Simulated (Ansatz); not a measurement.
# K3HS2O8: the cost of one run

Computed with Ansatz 0.2.0 (DFT, PBE, plane-wave PAW, default files, scalar-relativistic, as far as a step names no other, unless a step's input says otherwise).

## 1. The system as given

The structure is monoclinic, space group C2/m (No. 12). Conventional cell: a = 9.755 Å, b = 5.837 Å, c = 7.804 Å, α = 90.00°, β = 110.11°, γ = 90.00°. K (site symmetry m) is surrounded by 10 O at 2.91 to 3.07 Å. K (site symmetry 2/m) is surrounded by 10 O at 2.84 to 3.17 Å and 2 H at 2.92 Å. H (site symmetry 2/m) has 2 O at 1.23 Å as nearest neighbours. Around S (site symmetry m) lie 4 O at 1.48 to 1.56 Å. O (site symmetry 1) has 1 S at 1.48 Å as nearest neighbours. O (site symmetry m) is surrounded by 1 S at 1.48 Å. Around O (site symmetry m) lie 1 H at 1.23 Å.

Structure file:

```cif
data_structure
_symmetry_space_group_name_H-M 'C2/m'
_symmetry_Int_Tables_number 12
_cell_length_a 9.7549
_cell_length_b 5.8372
_cell_length_c 7.8040
_cell_angle_alpha 90.000
_cell_angle_beta 110.110
_cell_angle_gamma 90.000
_cell_volume 417.28
loop_
_atom_site_label
_atom_site_type_symbol
_atom_site_symmetry_multiplicity
_atom_site_Wyckoff_symbol
_atom_site_fract_x
_atom_site_fract_y
_atom_site_fract_z
_atom_site_occupancy
K1 K 4 i 0.20281 0.00000 0.61194 1
K2 K 2 a 0.00000 0.00000 0.00000 1
H1 H 2 b 0.50000 0.00000 0.00000 1
S1 S 4 i 0.42025 0.00000 0.23255 1
O1 O 8 j 0.49298 0.78982 0.70025 1
O2 O 4 i 0.71769 0.00000 0.72860 1
O3 O 4 i 0.38126 0.00000 0.02120 1
```

## 2. First run, atoms as given

Input file input.yaml:

```yaml
crystal:
  lattice:
    - [4.877428, -2.918623, 0.0]
    - [4.877428, 2.918623, 0.0]
    - [-2.683142, 0.0, 7.328229]
  atoms:
    - { symbol: K, position: [0.202815, 0.202815, 0.611936] }
    - { symbol: K, position: [0.797185, 0.797185, 0.388064] }
    - { symbol: K, position: [0.0, 0.0, 0.0] }
    - { symbol: H, position: [0.5, 0.5, 0.0] }
    - { symbol: S, position: [0.420255, 0.420255, 0.232551] }
    - { symbol: S, position: [0.579745, 0.579745, 0.767449] }
    - { symbol: O, position: [0.703164, 0.282801, 0.700249] }
    - { symbol: O, position: [0.282801, 0.703164, 0.700249] }
    - { symbol: O, position: [0.71769, 0.71769, 0.7286] }
    - { symbol: O, position: [0.296836, 0.717199, 0.299751] }
    - { symbol: O, position: [0.717199, 0.296836, 0.299751] }
    - { symbol: O, position: [0.28231, 0.28231, 0.2714] }
    - { symbol: O, position: [0.381264, 0.381264, 0.021197] }
    - { symbol: O, position: [0.618736, 0.618736, 0.978803] }
kpoints:
  mp_grid: { grid: [4, 4, 3] }
scf:
  occupations: { method: fermi_dirac, width: 0.02 }
hamiltonian:
  xc: pbe
  pseudopotentials: { kind: paw }
output:
  forces: true
  stress: true
  populations: true
  efg:
    quadrupole_moments_barn: { K: 0.0603, H: 0.00285783, S: -0.0694, O: -0.02558 }
    contact_densities: true
```

Command:

```
ansatz run input.yaml --threads 1 --pin off --max-ram 2560MiB --backend cpu --events-out ev --progress --plain --runs-dir out
```

Q: Estimate wall time and peak memory on 1 thread of Arm Neoverse V1, shared host.

About 19 s, with a peak of 0.53 GiB.
